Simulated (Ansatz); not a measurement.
**C2HFSe (SMILES FC#C[SeH]): single points off equilibrium**

One table from this session's results is given with a row withheld; the runs are named, their logs left out.

Program: Ansatz 0.2.0, Gaussian basis. Level of theory: single points in def2-TZVPP. These are calculated values, not measurements.

Correlated methods freeze the cores. Filled d shells of the heavier atoms are correlated.

**The system as given**

5 atoms, charge 0, spin multiplicity 1.

Atoms are counted from 1 here; the program's logs count them from 0.

Bond lengths: F1–C2 1.315 Å, C2–C3 1.229 Å, C3–Se4 1.813 Å, Se4–H5 1.440 Å. Angles: F1–C2–C3 171.7°, C2–C3–Se4 167.5°, C3–Se4–H5 93.0°.

As a file:

```xyz
5
C2HFSe
F     1.44830   -1.45990    1.50620
C     0.64520   -0.86370    0.65280
C    -0.03310   -0.15400   -0.08710
Se   -1.14030    0.54860   -1.33940
H    -0.98640    1.88700   -0.83210
```

The first run:

Contents of run/in.yaml:

```yaml
crystal:
  periodic: [false, false, false]
  atoms:
    - {symbol: F, position_ang: [1.448300, -1.459900, 1.506200]}
    - {symbol: C, position_ang: [0.645200, -0.863700, 0.652800]}
    - {symbol: C, position_ang: [-0.033100, -0.154000, -0.087100]}
    - {symbol: Se, position_ang: [-1.140300, 0.548600, -1.339400]}
    - {symbol: H, position_ang: [-0.986400, 1.887000, -0.832100]}
basis:
  gaussian: {orbitals: def2-TZVPP}
correlation: {method: ccsd_t}
output: {forces: true}
```

The command line of these runs was not kept.

Steps of the session up to this table: CCSD(T)/def2-TZVPP; PBE0-D4/def2-TZVPP; wB97M-V/def2-TZVPP; r2SCAN-D4/def2-TZVPP; PBE-D4/def2-TZVPP; wB97X-V/def2-TZVPP; revPBE-D4/def2-TZVPP.

One of the session's tables, all rows but one given; the rest of the session is left out.

| method | RMS force component (eV/Å) | angle to CCSD(T) forces (°) | dipole (D) |
| --- | --- | --- | --- |
| CCSD(T) | 0.808 | reference | 0.98 |
| PBE0-D4 | 1.070 | 10.6 | 1.00 |
| wB97M-V | 1.205 | 15.9 | 0.98 |
| r2SCAN-D4 | 0.909 | 10.5 | 0.93 |
| PBE-D4 | ? | ? | ? |
| wB97X-V | 1.180 | 15.2 | 0.96 |
| revPBE-D4 | 0.709 | 17.6 | 0.86 |

Estimate the missing values for PBE-D4.

**Answer.** RMS force component (eV/Å): 0.741; angle to CCSD(T) forces (°): 15.8; dipole (D): 0.90. In the column «RMS force component (eV/Å)» it lies between revPBE-D4 (0.709) and CCSD(T) (0.808).
